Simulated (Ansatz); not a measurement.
# W: the cost of one run

Method: DFT r2SCAN, scalar-relativistic, plane waves, PAW, in Ansatz 0.2.0.

This is W in the hcp structure; at room conditions it is bcc.

3 further runs of the same task are left out: 1 for a known fault of the program, 1 that didn't finish, 1 set aside as unsound or not needed.

## Step 1: The system as given

The structure is hexagonal, space group P6_3/mmc (No. 194). The conventional cell has a = 2.819 Å, b = 2.819 Å, c = 4.604 Å, α = 90.00°, β = 90.00°, γ = 120.00°. W (site symmetry -6m2) has 12 W at 2.82 Å as nearest neighbours.

Structure file:

```cif
data_structure
_symmetry_space_group_name_H-M 'P 1'
_symmetry_Int_Tables_number 1
_cell_length_a 2.8194
_cell_length_b 2.8194
_cell_length_c 4.6041
_cell_angle_alpha 90.000
_cell_angle_beta 90.000
_cell_angle_gamma 120.000
_cell_volume 31.70
loop_
_atom_site_label
_atom_site_type_symbol
_atom_site_fract_x
_atom_site_fract_y
_atom_site_fract_z
_atom_site_occupancy
W1 W 0.00000 0.00000 0.00000 1
W2 W 0.33333 0.66667 0.50000 1
```

This is a trial structure built by rule; it need not be a known or stable form of this composition.

(A quick probe on a coarse mesh, which set the mesh and smearing, is not shown.)

## Step 3: Full relaxation

Input file input.yaml:

```yaml
crystal:
  lattice:
    - [2.819418, 0.0, 0.0]
    - [-1.409709, 2.441688, 0.0]
    - [0.0, 0.0, 4.604091]
  atoms:
    - { symbol: W, position: [0.0, 0.0, 0.0] }
    - { symbol: W, position: [0.33333333, 0.66666667, 0.5] }
basis:
  ecutwfc: 500
kpoints:
  mp_grid: { grid: [18, 18, 10] }
hamiltonian:
  xc: r2scan
scf:
  occupations: { method: gaussian, width: 0.1 }
output:
  forces: true
  stress: true
  eigenvalues: true
relax:
  adjacent_minimum: "off"
  f_tol: 0.005
  max_steps: 80
  cell: { stress_tol: 0.05 }
```

Started as:

```bash
$ ansatz run input.yaml --threads 1 --pin off --max-ram 2560MiB --backend cpu --events-out ev --progress --plain --runs-dir out
```

Q: Estimate wall time and peak memory on 1 thread of Arm Neoverse V1, shared host.

About 2.3 min, with a peak of 0.5 GiB.
